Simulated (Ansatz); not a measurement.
# CH3FMgO: how energies converge with the basis set

One table from this session's results is given with a row withheld; the runs are named, their logs left out.

The runs use Ansatz 0.2.0, Gaussian basis; one geometry, several basis sets.

Levels to be run: PBE0-D4/def2-SVP; ωB97M-V/def2-SVP; PBE0-D4/def2-QZVPP; ωB97M-V/def2-QZVPP; the functionals' def2-TZVPP values are taken from earlier runs.

## The relaxed structure

An earlier PBE0-D4 in a triple-zeta def2 set relaxation fixed the geometry.

SMILES `C[O][Mg][F]`, 7 atoms, charge 0, spin multiplicity 1.

Atoms are counted from 1 here; the program's logs count them from 0.

Bond lengths: C1–O2 1.378 Å, C1–H5 1.099 Å, C1–H6 1.099 Å, C1–H7 1.099 Å, O2–Mg3 1.751 Å, Mg3–F4 1.751 Å. Angles: O2–C1–H5 111.7°, O2–C1–H6 111.7°, O2–C1–H7 111.7°, H5–C1–H6 107.2°, H5–C1–H7 107.2°, H6–C1–H7 107.2°, C1–O2–Mg3 179.9°, O2–Mg3–F4 180.0°.

The first run:

Contents of in.yaml:

```yaml
crystal:
  periodic: [false, false, false]
  atoms:
    - {symbol: C, position_ang: [0.037081, 1.151311, 0.107996]}
    - {symbol: O, position_ang: [0.003516, -0.219464, -0.025420]}
    - {symbol: Mg, position_ang: [-0.038891, -1.961433, -0.198519]}
    - {symbol: F, position_ang: [-0.081299, -3.702951, -0.371692]}
    - {symbol: H, position_ang: [-0.803377, 1.630312, -0.413618]}
    - {symbol: H, position_ang: [-0.017514, 1.457654, 1.162054]}
    - {symbol: H, position_ang: [0.961782, 1.576672, -0.306602]}
basis:
  gaussian: {orbitals: def2-SVP}
hamiltonian: {xc: pbe0, dispersion: d4}
output: {orbitals: {seedname: orbitals}}
```

Among the steps run: PBE0-D4 in def2-SVP; ωB97M-V in def2-SVP; PBE0-D4 in def2-QZVPP; ωB97M-V in def2-QZVPP.

One table of the session follows, with a row left open; its other results are not shown here.

It belongs to the step «Density functionals: the series». 

| functional | basis | HOMO (eV) | LUMO (eV) |
| --- | --- | --- | --- |
| PBE0-D4 | def2-SVP | -7.34 | -1.33 |
| PBE0-D4 | def2-TZVPP | -7.40 | -1.39 |
| PBE0-D4 | def2-QZVPP | ? | ? |
| ωB97M-V | def2-SVP | -9.78 | -0.03 |
| ωB97M-V | def2-TZVPP | -9.84 | -0.13 |
| ωB97M-V | def2-QZVPP | -9.83 | -0.26 |

Q: Estimate the row for PBE0-D4, def2-QZVPP from the others.

The run gave: HOMO (eV): -7.39; LUMO (eV): -1.38. In the column «HOMO (eV)» it lies between PBE0-D4, def2-TZVPP (-7.40) and PBE0-D4, def2-SVP (-7.34).
